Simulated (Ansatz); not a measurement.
This script drives the Ansatz DFT code, driven from Python.

Contents of `beau3_beau3_pm_3m.xyz`:
```text
4
Lattice="4.011706 0.0 0.0 0.0 4.011706 0.0 0.0 0.0 4.011706" Properties=species:S:1:pos:R:3 pbc="T T T"
Be    0.00000000    0.00000000    0.00000000
Au    0.00000000    2.00585300    2.00585300
Au    2.00585300    0.00000000    2.00585300
Au    2.00585300    2.00585300    0.00000000
```

`beau3_beau_p2_13.vasp`
```text
BeAu
1.0
   4.66800000    0.00000000    0.00000000
   0.00000000    4.66800000    0.00000000
   0.00000000    0.00000000    4.66800000
Be Au
4 4
Direct
   0.84400000    0.84400000    0.84400000
   0.65600000    0.15600000    0.34400000
   0.34400000    0.65600000    0.15600000
   0.15600000    0.34400000    0.65600000
   0.15000000    0.15000000    0.15000000
   0.35000000    0.85000000    0.65000000
   0.65000000    0.35000000    0.85000000
   0.85000000    0.65000000    0.35000000
```

Contents of `beau3_be5au_f_43m.vasp`:
```text
Be5Au
1.0
   0.00000000    3.04850000    3.04850000
   3.04850000    0.00000000    3.04850000
   3.04850000    3.04850000    0.00000000
Be Au
5 1
Direct
   0.62500000    0.62500000    0.62500000
   0.12500000    0.62500000    0.62500000
   0.62500000    0.62500000    0.12500000
   0.62500000    0.12500000    0.62500000
   0.25000000    0.25000000    0.25000000
   0.00000000    0.00000000    0.00000000
```

`beau3_be.xyz`
```text
2
Lattice="2.2853 0.0 0.0 -1.14265 1.97912786 0.0 0.0 0.0 3.5842" Properties=species:S:1:pos:R:3 pbc="T T T"
Be   -0.00000000    1.31941857    0.89605000
Be    1.14265000    0.65970929    2.68815000
```

`beau3_au.vasp`
```text
Au
1.0
   0.00000000    2.03500000    2.03500000
   2.03500000    0.00000000    2.03500000
   2.03500000    2.03500000    0.00000000
Au
1
Direct
   0.00000000    0.00000000    0.00000000
```

Script `beau3_hull.py`:
```python
from collections import Counter
import csv
import warnings

import ansatz as az
from ase.io import read
import numpy as np


def ground_state(name, crystal):
    calc = (
        crystal.calculation()
        .functional(az.Functional.PBESOL)
        .basis(450)
        .kpoints(spacing=0.33)
        .occupations("gaussian", width=0.05)
    )
    calc = calc.relax(force_tolerance=0.02, cell=True)
    return calc.run(threads=1, backend="cpu")


def counts(outcome):
    return Counter(site.symbol for site in outcome.lattice.sites)

def formation_energy(outcome, mu):
    n = counts(outcome)
    return (outcome.report["energy_sigma0_ev"] - sum(k * mu[element] for element, k in n.items())) / sum(n.values())

warnings.simplefilter("ignore")

phases = {}
beau3_pm_3m = az.Crystal.from_extxyz("beau3_beau3_pm_3m.xyz")
phases["BeAu3 Pm-3m"] = beau3_pm_3m
atoms = read("beau3_beau_p2_13.vasp", format="vasp")
beau_p2_13 = az.Crystal.from_ase(atoms)
phases["BeAu P2_13"] = beau_p2_13
atoms = read("beau3_be5au_f_43m.vasp", format="vasp")
be5au_f_43m = az.Crystal.from_ase(atoms)
phases["Be5Au F-43m"] = be5au_f_43m
be = az.Crystal.from_extxyz("beau3_be.xyz")
phases["Be"] = be
atoms = read("beau3_au.vasp", format="vasp")
au = az.Crystal.from_ase(atoms)
phases["Au"] = au

done = {}
for name, crystal in phases.items():
    done[name] = ground_state(name, crystal)
    print(f"{name}: {done[name].report['energy_sigma0_ev']:.4f} eV, {len(done[name].lattice.sites)} atoms")

references = {"Be": "Be", "Au": "Au"}
mu = {element: done[name].report["energy_sigma0_ev"] / len(done[name].lattice.sites) for element, name in references.items()}
points = sorted((counts(o)["Au"] / len(o.lattice.sites), formation_energy(o, mu), name) for name, o in done.items())

hull = []
for x, e, _ in points:
    while len(hull) > 1 and (hull[-1][0] - hull[-2][0]) * (e - hull[-2][1]) - (hull[-1][1] - hull[-2][1]) * (x - hull[-2][0]) <= 0:
        hull.pop()
    hull.append((x, e))
rows = [(name, x, e, e - np.interp(x, *zip(*hull))) for x, e, name in points]
with open("hull.csv", "w", newline="") as handle:
    writer = csv.writer(handle)
    writer.writerow(["phase", "x(Au)", "E_form (eV/atom)", "above hull (eV/atom)"])
    writer.writerows([round(v, 4) if isinstance(v, float) else v for v in row] for row in rows)
print(open("hull.csv").read())
print("on the hull of these phases:", ", ".join(row[0] for row in rows if row[3] < 1e-6))
```

It is started by `python beau3_hull.py`. How long does it take on 1 thread of Arm Neoverse V1 (shared host), and how much memory does it need?

It took about 45 s, with a peak of 0.48 GiB, for 5 runs of the engine.

```console
$ python beau3_hull.py
BeAu3 Pm-3m: -39111.5866 eV, 4 atoms
BeAu P2_13: -52391.4232 eV, 8 atoms
Be5Au F-43m: -13459.5817 eV, 6 atoms
Be: -180.6759 eV, 2 atoms
Au: -13007.1242 eV, 1 atoms
phase,x(Au),E_form (eV/atom),above hull (eV/atom)
Be,0.0,0.0,0.0
Be5Au F-43m,0.1667,-0.1279,0.0
BeAu P2_13,0.5,-0.1968,0.0
BeAu3 Pm-3m,0.75,0.031,0.1294
Au,1.0,0.0,0.0

on the hull of these phases: Be, Be5Au F-43m, BeAu P2_13, Au
```

Caveats:
- Absolute energies stand on the zero of these potentials, so only differences at equal settings mean something.
- Spin-orbit coupling, which matters for elements this heavy, is left out.
- The cells come from databases of deposited and of computed structures, and not all need be stable phases.
- Differences under about 40 meV an atom lie within the error of mesh and functional, so such verdicts may flip; only the cells listed enter the hull.
